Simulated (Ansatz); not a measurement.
# CH6ClNOSi: the cost of one run

Method: UKS PBE/6-31G, in Ansatz 0.2.0.

**1. The structure to begin with**

Bond lengths: Si1–N2 2.122 Å, N2–C3 1.444 Å, Si1–O4 1.562 Å, Si1–H6 1.443 Å, Si1–Cl7 2.003 Å, N2–H8 1.012 Å, C3–H9 1.095 Å, C3–H10 1.089 Å, C3–H11 1.094 Å. Angles (14 of 15 angles, heavy atoms first): Si1–N2–C3 121.5°, N2–Si1–O4 78.2°, N2–Si1–Cl7 109.0°, O4–Si1–Cl7 119.2°, Si1–N2–H8 116.8°, C3–N2–H8 111.3°, N2–Si1–H6 107.4°, O4–Si1–H6 125.1°, H6–Si1–Cl7 110.3°, N2–C3–H9 112.1°, N2–C3–H10 108.4°, N2–C3–H11 111.2°, H9–C3–H10 108.4°, H9–C3–H11 108.2°.

Coordinates:

```xyz
11

Si   -0.9228    0.5831    1.2334
N     0.3723    0.3256   -0.4279
C     0.7459   -0.9874   -0.8979
O    -1.8278    1.0486    0.0482
H    -0.8432    0.8035   -0.7390
H    -1.0240   -0.6909    1.9039
Cl   -0.1400    1.9560    2.4639
H     1.1390    0.9799   -0.5150
H     1.5586   -1.4212   -0.3051
H    -0.1223   -1.6402   -0.8204
H     1.0643   -0.9570   -1.9439
```

**2. Run 1**

150 steps of 0.5 fs at constant energy, with velocities drawn for 1000 K.

input.yaml

```yaml
crystal:
  periodic: [false, false, false]
  atoms:
    - { symbol: Si, position_ang: [-0.9228, 0.5831, 1.2334] }
    - { symbol: "N", position_ang: [0.3723, 0.3256, -0.4279] }
    - { symbol: C, position_ang: [0.7459, -0.9874, -0.8979] }
    - { symbol: O, position_ang: [-1.8278, 1.0486, 0.0482] }
    - { symbol: H, position_ang: [-0.8432, 0.8035, -0.739] }
    - { symbol: H, position_ang: [-1.024, -0.6909, 1.9039] }
    - { symbol: Cl, position_ang: [-0.14, 1.956, 2.4639] }
    - { symbol: H, position_ang: [1.139, 0.9799, -0.515] }
    - { symbol: H, position_ang: [1.5586, -1.4212, -0.3051] }
    - { symbol: H, position_ang: [-0.1223, -1.6402, -0.8204] }
    - { symbol: H, position_ang: [1.0643, -0.957, -1.9439] }
magnetization:
  spin_polarized: true
basis:
  gaussian: { orbitals: "6-31G" }
hamiltonian:
  xc: pbe
md:
  timestep: 0.5
  n_steps: 150
  ensemble: nve
  temperature: 1000.0
  initial_velocities: maxwell_boltzmann
  seed: 558945
```

Launch:

```console
> ansatz run input.yaml --threads 1 --pin off --max-ram 2048MiB --backend cpu --events-out ev --progress --plain --runs-dir out
```

Q: Estimate wall time and peak memory on 1 thread of Arm Neoverse N1, shared host.

About 21 min, with a peak of 0.14 GiB.
